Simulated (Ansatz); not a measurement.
**AlH4NS2: small, medium and large basis sets**

An exercise on one series of results from a longer session: the logs are not shown, and one member is left open.

Method: one geometry, several basis sets; program: Ansatz 0.2.0, Gaussian basis.

Levels to be run: PBE0-D4/def2-SVP; ωB97M-V/def2-SVP; PBE0-D4/def2-QZVPP; ωB97M-V/def2-QZVPP; CCSD(T)/cc-pV(D+d)Z; CCSD(T)/cc-pV(T+d)Z; CCSD(T)/cc-pV(Q+d)Z; the functionals' def2-TZVPP values are taken from earlier runs.

### The geometry

All runs share one geometry, relaxed beforehand with PBE0-D4 in a triple-zeta def2 set.

SMILES `[NH2][Al]([SH])[SH]`, 8 atoms, charge 0, spin multiplicity 1.

Atoms are counted from 1 here; the program's logs count them from 0.

Bond lengths: N1–Al2 1.759 Å, N1–H5 1.006 Å, N1–H6 1.007 Å, Al2–S3 2.184 Å, Al2–S4 2.181 Å, S3–H7 1.344 Å, S4–H8 1.344 Å. Angles: Al2–N1–H5 125.4°, Al2–N1–H6 124.2°, H5–N1–H6 110.4°, N1–Al2–S3 122.1°, N1–Al2–S4 119.0°, S3–Al2–S4 118.9°, Al2–S3–H7 93.2°, Al2–S4–H8 92.7°.

Coordinates:

```csv
atom,x (Å),y (Å),z (Å)
N1,-0.55473,1.41359,-0.09003
Al2,-0.07231,-0.27672,-0.01536
S3,2.01581,-0.87856,0.20520
S4,-1.60717,-1.82090,-0.14827
H5,0.07014,2.20107,-0.04900
H6,-1.50694,1.72632,-0.18717
H7,2.45659,0.39084,0.24931
H8,-0.70930,-2.81283,-0.02048
```

The first run:

File in.yaml:

```yaml
crystal:
  periodic: [false, false, false]
  atoms:
    - {symbol: N, position_ang: [-0.554729, 1.413586, -0.090028]}
    - {symbol: Al, position_ang: [-0.072314, -0.276722, -0.015360]}
    - {symbol: S, position_ang: [2.015810, -0.878564, 0.205202]}
    - {symbol: S, position_ang: [-1.607170, -1.820899, -0.148275]}
    - {symbol: H, position_ang: [0.070145, 2.201068, -0.048999]}
    - {symbol: H, position_ang: [-1.506936, 1.726316, -0.187173]}
    - {symbol: H, position_ang: [2.456592, 0.390844, 0.249312]}
    - {symbol: H, position_ang: [-0.709299, -2.812830, -0.020480]}
basis:
  gaussian: {orbitals: def2-SVP}
hamiltonian: {xc: pbe0, dispersion: d4}
output: {orbitals: {seedname: orbitals}}
```

Launch:

```
> ansatz run in.yaml --threads 2 --pin off --events-out ev --progress --plain --max-ram 32768MiB --backend cpu
```

Among the steps run: PBE0-D4 in def2-SVP; ωB97M-V in def2-SVP; PBE0-D4 in def2-QZVPP; ωB97M-V in def2-QZVPP.

One of the session's tables, all rows but one given; the rest of the session is left out.

| functional | basis | HOMO (eV) |
| --- | --- | --- |
| PBE0-D4 | def2-SVP | -7.24 |
| PBE0-D4 | def2-TZVPP | ? |
| PBE0-D4 | def2-QZVPP | -7.51 |
| ωB97M-V | def2-SVP | -9.40 |
| ωB97M-V | def2-TZVPP | -9.64 |
| ωB97M-V | def2-QZVPP | -9.70 |

**Question.** Estimate the row for PBE0-D4, def2-TZVPP.

As computed: HOMO (eV): -7.46. In the column «HOMO (eV)» it lies between PBE0-D4, def2-QZVPP (-7.51) and PBE0-D4, def2-SVP (-7.24).
